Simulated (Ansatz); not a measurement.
# ClGaH3OSi: the cost of one run

Program: Ansatz 0.2.0, Gaussian basis. Level of theory: UKS PBE0-D4/def2-TZVP. These are calculated values, not measurements.

Levels to be run: relaxation at PBE0-D4/def2-TZVP; harmonic vibrations at the same level; a single point in def2-TZVPP for the fields.

## Step 1: The system as given

SMILES `[SiH3][O][Ga][Cl]`, 7 atoms, charge 0, spin multiplicity 2.

Atoms are counted from 1 here; the program's logs count them from 0.

Bond lengths: Si1–O2 1.630 Å, Si1–H5 1.467 Å, Si1–H6 1.466 Å, Si1–H7 1.465 Å, O2–Ga3 1.798 Å, Ga3–Cl4 2.178 Å. Angles: O2–Si1–H5 108.6°, O2–Si1–H6 108.2°, O2–Si1–H7 103.6°, H5–Si1–H6 111.3°, H5–Si1–H7 112.1°, H6–Si1–H7 112.7°, Si1–O2–Ga3 166.8°, O2–Ga3–Cl4 115.0°.

As a file:

```xyz
7
ClGaH3OSi
Si   -0.0347    1.2119    0.1090
O     0.1400   -0.3861   -0.1625
Ga    0.6534   -2.0256   -0.6929
Cl   -0.4736   -3.6702    0.1848
H    -0.1313    1.8979   -1.1837
H     1.1279    1.6754    0.8721
H    -1.2818    1.2966    0.8731
```

The start is a GFN2-xTB geometry.

## Step 2: Relaxation at PBE0-D4/def2-TZVP

The input, in.yaml:

```yaml
crystal:
  periodic: [false, false, false]
  atoms:
    - {symbol: Si, position_ang: [-0.034650, 1.211920, 0.108970]}
    - {symbol: O, position_ang: [0.140010, -0.386080, -0.162490]}
    - {symbol: Ga, position_ang: [0.653400, -2.025570, -0.692900]}
    - {symbol: Cl, position_ang: [-0.473550, -3.670150, 0.184840]}
    - {symbol: H, position_ang: [-0.131310, 1.897890, -1.183710]}
    - {symbol: H, position_ang: [1.127890, 1.675370, 0.872150]}
    - {symbol: H, position_ang: [-1.281800, 1.296630, 0.873140]}
basis:
  gaussian: {orbitals: def2-TZVP}
magnetization: {spin_polarized: true, initial_magnetization: 1}
hamiltonian: {xc: pbe0, dispersion: d4}
relax: {f_tol: 0.005, max_steps: 150}
```

The run is started by

```bash
$ ansatz run in.yaml --threads 4 --pin off --events-out ev --progress --plain --max-ram 10444MiB
```

What time and memory should one allow on 4 threads of Intel Xeon Platinum 8375C at 2.90GHz, shared host?

About 97 s, with a peak of 0.66 GiB.
